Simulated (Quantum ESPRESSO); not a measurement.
# TiCo (Pm-3m) in Quantum ESPRESSO: reference runs, part 2 of 2

Quantum ESPRESSO 7.5. The steps go on from the part before.

### 9 Single point, PBEsol, collinear spin, ferromagnetic start, 14.11 Å³/atom

Contents of pw.in:

```
&CONTROL
  calculation = 'scf'
  prefix = 'pwscf'
  outdir = './tmp'
  pseudo_dir = './pseudo'
  tprnfor = .true.
  tstress = .true.
  disk_io = 'nowf'
/
&SYSTEM
  ibrav = 0
  nat = 2
  ntyp = 2
  ecutwfc = 56
  ecutrho = 448
  nbnd = 25
  occupations = 'smearing'
  smearing = 'fd'
  degauss = 0.00367493
  nspin = 2
  starting_magnetization(1) = 0.1176
  starting_magnetization(2) = 0.0833
/
&ELECTRONS
  conv_thr = 4d-10
  electron_maxstep = 120
  mixing_beta = 0.3
/
ATOMIC_SPECIES
Co    58.9332 co_pbesol_v1.2.uspp.F.UPF
Ti    47.8670 ti_pbesol_v1.4.uspp.F.UPF
CELL_PARAMETERS angstrom
   3.0446770546    0.0000000000    0.0000000000
   0.0000000000    3.0446770546    0.0000000000
   0.0000000000    0.0000000000    3.0446770546
ATOMIC_POSITIONS crystal
Co     0.5000000000    0.5000000000    0.5000000000
Ti     0.0000000000    0.0000000000    0.0000000000
K_POINTS automatic
9 9 9 0 0 0
```

Potentials or basis: GBRV 1.5 PBEsol.

Command:

```sh
$ OMP_NUM_THREADS=1 mpirun -n 2 pw.x -nk 2 -in pw.in > pw.out
```

Run time: 58 s. Hardware: 2 MPI ranks of Arm Neoverse V2, shared host; peak memory 0.24 GiB.

Results (log left out):

- Free energy: -5679.8704 eV
- Pressure: -17.5 GPa
- Band gap on the k mesh: none (metal or under the smearing width)
- Net moment: 0.00 μB per cell
- Absolute moment: 0.00 μB per cell
- Valence electrons inside the program's atomic spheres: Co 15.92; Ti 10.03

Caveat: the starting moments collapsed, and a magnetic state may lie lower.

### 10 Equation of state, PBEsol, collinear spin, ferromagnetic start

Potentials or basis: GBRV 1.5 PBEsol.

This step only gathers the single runs of the series.

Results:

```yaml
Equilibrium_volume: 12.67 Å³/atom
Bulk_modulus: 242 GPa
Pressure_derivative_of_the_bulk_modulus: "4.9 (rough: it moves with the points fitted)"
```

Energy against volume, from the lowest point:
```tsv
volume (Å³/atom)	energy (meV/atom)
12.515	0.00
12.781	10.54
13.047	5.34
13.313	16.66
13.580	49.56
13.846	72.51
14.112	99.60
```

Caveat: the fit is doubtful: noisy points or a state that changes with volume.

### 11 Single point, PBEsol, collinear spin, ferromagnetic start (atoms moved at random, drawn with an rms of 0.05 Å)

Edit pw.in of step 9 so:

```diff
@@ -32,8 +32,8 @@
 CELL_PARAMETERS angstrom
-   3.0446770546    0.0000000000    0.0000000000
-   0.0000000000    3.0446770546    0.0000000000
-   0.0000000000    0.0000000000    3.0446770546
+   2.9861109900    0.0000000000    0.0000000000
+   0.0000000000    2.9861109900    0.0000000000
+   0.0000000000    0.0000000000    2.9861109900
 ATOMIC_POSITIONS crystal
-Co     0.5000000000    0.5000000000    0.5000000000
-Ti     0.0000000000    0.0000000000    0.0000000000
+Co     0.5055210000    0.5022710000    0.4966010000
+Ti     0.0047930000   -0.0085480000   -0.0036040000
 K_POINTS automatic
```

Potentials or basis: GBRV 1.5 PBEsol.

Command:

```sh
$ OMP_NUM_THREADS=1 mpirun -n 2 pw.x -nk 2 -in pw.in > pw.out
```

pw.out:

```text
This program is part of the open-source Quantum ESPRESSO suite
     for quantum simulation of materials; please cite
         "P. Giannozzi et al., J. Phys.:Condens. Matter 21 395502 (2009);
         "P. Giannozzi et al., J. Phys.:Condens. Matter 29 465901 (2017);
         "P. Giannozzi et al., J. Chem. Phys. 152 154105 (2020);
     in publications or presentations arising from this work. More details at

     K-points division:     npool     =       2
     Subspace diagonalization in iterative solution of the eigenvalue problem:
     a serial algorithm will be used

     G-vector sticks info
     --------------------
     sticks:   dense  smooth     PW     G-vecs:    dense   smooth      PW
     Sum        1129     569    177                28671    10131    1791

     Using Slab Decomposition

     bravais-lattice index     =            0
     lattice parameter (alat)  =       5.6429  a.u.
     unit-cell volume          =     179.6861 (a.u.)^3
[... 520 lines left out ...]
     atom   2 (R=0.354)  charge=  9.9628  magn= -0.0556

     End of self-consistent calculation

     Number of k-points >= 100: set verbosity='high' to print the bands.

     the Fermi energy is    16.4444 ev

!    total energy              =    -417.47479058 Ry
     estimated scf accuracy    <          4.0E-10 Ry
     smearing contrib. (-TS)   =      -0.00137145 Ry
     internal energy E=F+TS    =    -417.47341913 Ry

     The total energy is F=E-TS. E is the sum of the following terms:
     one-electron contribution =    -212.61674142 Ry
     hartree contribution      =     121.01067694 Ry
     xc contribution           =     -50.18811157 Ry
     ewald contribution        =    -275.67924308 Ry

     total magnetization       =     0.67 Bohr mag/cell
     absolute magnetization    =     0.92 Bohr mag/cell

     convergence has been achieved in  36 iterations

     negative rho (up, down):  3.707E-04 3.390E-04

     Forces acting on atoms (cartesian axes, Ry/au):

     atom    1 type  1   force =    -0.00038864   -0.00564300   -0.00010009
     atom    2 type  2   force =     0.00038864    0.00564300    0.00010009

     Total force =     0.008001     Total SCF correction =     0.000033

     Computing stress (Cartesian axis) and pressure

     negative rho (up, down):  3.707E-04 3.390E-04
          total   stress  (Ry/bohr**3)                   (kbar)     P=      -83.73
  -0.00056866   0.00000009   0.00000000          -83.65        0.01        0.00
   0.00000009  -0.00057032   0.00000003            0.01      -83.90        0.00
   0.00000000   0.00000003  -0.00056864            0.00        0.00      -83.65

=------------------------------------------------------------------------------=
   JOB DONE.
=------------------------------------------------------------------------------=
```

It took 6.9 min on 2 MPI ranks of Arm Neoverse V2, shared host; peak memory 0.56 GiB.

Results:

* Free energy: -5680.0339 eV
* Pressure: -8.4 GPa
* Largest force: 0.145 eV/Å
* Band gap on the k mesh: none (metal or under the smearing width)
* Net moment: 0.67 μB per cell
* Absolute moment: 0.92 μB per cell
* Site moments: Co +0.79; Ti -0.06 μB
* Valence electrons inside the program's atomic spheres: Co 15.82; Ti 9.96

Forces on the atoms (eV/Å):
```
Co  -0.010 -0.145 -0.003
Ti   0.010  0.145  0.003
```

Levels at points of the mesh, in eV from the Fermi level:
Spin up:
| k point | band 11 | band 12 | band 13 | band 14 | band 15 | band 16 | band 17 | band 18 | band 19 | band 20 |
| --- | --- | --- | --- | --- | --- | --- | --- | --- | --- | --- |
| (0.00, 0.00, 0.00) | -4.10 | -1.89 | -1.88 | -1.88 | 0.54 | 0.54 | 2.69 | 2.69 | 2.69 | 8.81 |
Spin down:
```csv
k point,band 10,band 11,band 12,band 13,band 14,band 15,band 16,band 17,band 18,band 19
"(0.00, 0.00, 0.00)",-3.64,-3.63,-1.29,-1.28,-1.28,0.93,0.94,2.76,2.76,2.76
```

### 12 The runs side by side

| task | cell | gap on the mesh (eV) | pressure (GPa) | moment (μB) |
| --- | --- | --- | --- | --- |
| single point | as given | none | -8.4 | 0.68 |
| equation of state | as given | - | - | - |
| single point | atoms moved at random, drawn with an rms of 0.05 Å | none | -8.4 | 0.67 |

Alike in all rows: level PBEsol; potentials or basis GBRV 1.5 PBEsol; spin collinear, ferromagnetic start; k mesh 9 × 9 × 9; cutoff (eV) 762; smearing fermi-dirac 0.05 eV.

Caveats: the fit is doubtful: noisy points or a state that changes with volume (some runs).

Total energies depend on the potentials used, so only differences within one code and one set of settings carry meaning.
